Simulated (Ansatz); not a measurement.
# CH5AlBN: the cost of one run

Program: Ansatz 0.2.0. Level of theory: RKS PBE-D4/def2-SVP. These are calculated values, not measurements.

1 further run of the same task is left out (it didn't finish).

### 1 Starting point

Bond lengths: B1–Al2 1.997 Å, Al2–C3 1.955 Å, C3–N4 1.363 Å, B1–H5 1.209 Å, B1–H6 1.218 Å, Al2–H7 1.619 Å, C3–H8 1.033 Å, N4–H9 1.075 Å. Angles: B1–Al2–C3 119.3°, B1–Al2–H7 120.3°, C3–Al2–H7 120.4°, Al2–B1–H5 122.6°, Al2–B1–H6 123.4°, H5–B1–H6 114.0°, Al2–C3–N4 117.0°, Al2–C3–H8 121.7°, N4–C3–H8 121.0°, C3–N4–H9 114.6°.

Coordinates:

```xyz
9

B    -1.0998    1.2248   -1.3796
Al    0.4178    0.1364   -0.6724
C     0.2482   -0.7182    1.0773
N     1.3293   -1.4110    1.5351
H    -2.1253    1.3912   -0.7612
H    -1.0671    1.8029   -2.4513
H     1.7741   -0.0353   -1.5400
H    -0.5850   -0.5780    1.6720
H     1.1964   -1.8593    2.5031
```

### 2 End point A

File input.yaml:

```yaml
crystal:
  periodic: [false, false, false]
  atoms:
    - { symbol: B, position_ang: [-1.0998, 1.2248, -1.3796] }
    - { symbol: Al, position_ang: [0.4178, 0.1364, -0.6724] }
    - { symbol: C, position_ang: [0.2482, -0.7182, 1.0773] }
    - { symbol: "N", position_ang: [1.3293, -1.411, 1.5351] }
    - { symbol: H, position_ang: [-2.1253, 1.3912, -0.7612] }
    - { symbol: H, position_ang: [-1.0671, 1.8029, -2.4513] }
    - { symbol: H, position_ang: [1.7741, -0.0353, -1.54] }
    - { symbol: H, position_ang: [-0.585, -0.578, 1.672] }
    - { symbol: H, position_ang: [1.1964, -1.8593, 2.5031] }
basis:
  gaussian: { orbitals: def2-SVP }
hamiltonian:
  xc: pbe
  dispersion: d4
relax:
  f_tol: 0.015
  max_steps: 40
```

Command:

```bash
ansatz run input.yaml --threads 1 --pin off --max-ram 2048MiB --backend cpu --events-out ev --progress --plain --runs-dir out
```

What time and memory should one allow on 1 thread of Arm Neoverse V2, shared host?

About 87 s, with a peak of 0.14 GiB.
